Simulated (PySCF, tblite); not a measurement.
# CH6F3PSi2: geometry, infrared bands and NMR shifts

Wanted: the infrared bands and NMR shifts of CH6F3PSi2 (`F[SiH2]P[SiH2]C(F)F`), by calculation.

Computed with tblite 0.8.0 and PySCF 2.14.0, with density-fitted response routines of our own, on a single molecule in the gas phase. Atoms are numbered from 0 throughout.

## (1) The molecule as given

13 atoms, charge 0, multiplicity 1; geometry from: force field or distance geometry start.

Bonds of the start (Å): F0–Si1 1.69, Si1–P2 2.13, P2–Si3 2.15, Si3–C4 1.89, C4–F5 1.37, C4–F6 1.39, Si1–H7 1.48, Si1–H8 1.49, P2–H9 1.40, Si3–H10 1.47, Si3–H11 1.47, C4–H12 1.12.

## (2) Relaxing the molecule with GFN2-xTB

Job settings and geometry (Å):

```
{"job": {"kind": "relax", "xc": "GFN2-xTB", "basis": "xTB"}, "charge": 0, "multiplicity": 1}
F      3.021100     1.497000    -0.971500
Si     2.194500     0.756100     0.307800
P      0.998300    -0.832500    -0.453700
Si    -1.059200    -0.425500    -0.933800
C     -1.978700    -0.140100     0.691700
F     -2.922400     0.842400     0.523500
F     -1.064600     0.189900     1.679700
H      1.337600     1.733900     1.019700
H      3.231100     0.200900     1.220700
H      1.554100    -2.081500    -0.762800
H     -1.164700     0.841000    -1.672600
H     -1.647300    -1.518600    -1.713700
H     -2.504200    -1.062600     1.047100
```

Launch:

```
$ OMP_NUM_THREADS=1 python probes_run.py task.json out
```

This one command runs all jobs of the session in turn.

**Question.** This job is followed by: GFN2-xTB harmonic vibrations, gas phase; GIAO PBE0/pcSseg-1 NMR shielding, non-relativistic, gas phase. What will the session give for the following? strongest single infrared mode (GFN2-xTB); zero-point energy (GFN2-xTB); ¹³C shifts against TMS (PBE0/pcSseg-1); ¹H shifts against TMS (PBE0/pcSseg-1, means over atoms taken as alike); ¹⁹F shifts against CFCl3 (PBE0/pcSseg-1, means over atoms taken as alike); ²⁹Si shifts against TMS (PBE0/pcSseg-1); ³¹P shifts against H3PO4 (PBE0/pcSseg-1).

**Answer**, as computed:

| quantity | value |
| --- | --- |
| strongest single infrared mode (GFN2-xTB) | 737 cm⁻¹, 302 km/mol |
| zero-point energy (GFN2-xTB) | 41.7 kcal/mol |
| ¹³C shifts against TMS (PBE0/pcSseg-1) | 129.0 ppm |
| ¹H shifts against TMS (PBE0/pcSseg-1, means over atoms taken as alike) | 6.52, 5.73, 4.64, 1.08 ppm |
| ¹⁹F shifts against CFCl3 (PBE0/pcSseg-1, means over atoms taken as alike) | -145.4, -212.7 ppm |
| ²⁹Si shifts against TMS (PBE0/pcSseg-1) | 15.1, -52.6 ppm |
| ³¹P shifts against H3PO4 (PBE0/pcSseg-1) | -300.1 ppm |

In words: The optimisation took 103 steps and gained 1.107 eV; among the close pairs (by a distance rule), Si1–P2 changed most, from 2.129 to 2.247 Å. All 33 modes are real, so the xTB geometry is a minimum. The strongest single mode, at 737 cm⁻¹, moves mainly H7 and H8. GFN2-xTB is a fitted tight-binding method: band positions and strengths are rough. Its intensities can rank the bands wrongly. H12 (hydrogen on an sp3 CH bonded to 2 F and Si) lies farthest downfield among hydrogen, at 6.52 ppm; its carbon carries F, an electronegative neighbour. At PBE0/pcSseg-1: Shielding is most anisotropic at F5, F6 (span 252 ppm, paramagnetic term -157 ppm).
